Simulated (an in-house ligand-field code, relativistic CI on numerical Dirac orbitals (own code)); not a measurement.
# d1 to d5 in a ligand field: terms by electron count

Aim: the terms of a d1 to d5 shell from Racah B and C and the field, by exact diagonalisation.

The numbers are computed with an in-house ligand-field code version 1 (parametric ligand-field model of a d^n configuration (Racah B and C, spin-orbit zeta, crystal field), exact diagonalisation), except any that are marked as measured or tabulated.

## Step 1: The system

```
shell        : d1 to d5
set 1 (cm⁻¹) : d1: B = 810, C = 3470, Oh, 10Dq = 15700
set 2 (cm⁻¹) : d2: B = 810, C = 3470, Oh, 10Dq = 15700
set 3 (cm⁻¹) : d3: B = 810, C = 3470, Oh, 10Dq = 15700
set 4 (cm⁻¹) : d4: B = 810, C = 3470, Oh, 10Dq = 15700
set 5 (cm⁻¹) : d5: B = 810, C = 3470, Oh, 10Dq = 15700
```

## Step 2: Set 1

The run's settings:

```ini
n = 1
racah_B = 810  # cm-1
racah_C = 3470  # cm-1
zeta = 0  # cm-1
symmetry = Oh
field = {"10Dq": 15700}  # cm-1
```

Started as:

```console
$ python run_levels.py task.json out
```

The settings of every run stand in task.json; they run in order.

## Step 3: Set 2

Settings: those of step 2 with these lines changed.

```diff
@@ -1,2 +1,2 @@
-n = 1
+n = 2
 racah_B = 810  # cm-1
```

## Step 4: Set 3

Settings: those of step 3 with these lines changed.

```diff
@@ -1,2 +1,2 @@
-n = 2
+n = 3
 racah_B = 810  # cm-1
```

## Step 5: Set 4

Settings: those of step 4 with these lines changed.

```diff
@@ -1,2 +1,2 @@
-n = 3
+n = 4
 racah_B = 810  # cm-1
```

## Step 6: Set 5

Settings: those of step 5 with these lines changed.

```diff
@@ -1,2 +1,2 @@
-n = 4
+n = 5
 racah_B = 810  # cm-1
```

(Steps that only read results are left out.)

Q: Predict the outcome of this session. Wanted: lowest terms; sets at their largest spin, of those that allow S over 1.

As calculated:

| set | 10Dq/B (size) | lowest | S | electrons in z² and x²-y² | first level of the same spin (cm⁻¹) |
| --- | --- | --- | --- | --- | --- |
| 1: Oh, d1 | 19.4 | 2T2 | 0.50 | 0.00 | 2E 15700 |
| 2: Oh, d2 | 19.4 | 3T1 | 1.00 | 0.04 | 3T2 14255 |
| 3: Oh, d3 | 19.4 | 4A2 | 1.50 | 0.00 | 4T2 15700 |
| 4: Oh, d4 | 19.4 | 5E | 2.00 | 1.00 | 5T2 15700 |
| 5: Oh, d5 | 19.4 | 6A1 | 2.50 | 2.00 | - |

| quantity | value |
| --- | --- |
| lowest terms | 1: 2T2, 2: 3T1, 3: 4A2, 4: 5E, 5: 6A1 |
| sets at their largest spin, of those that allow S over 1 | 3, 4, 5 |

In words: 5 of 5 sets have the highest spin that their shell allows. B, C and the field are free parameters here, not those of a compound.
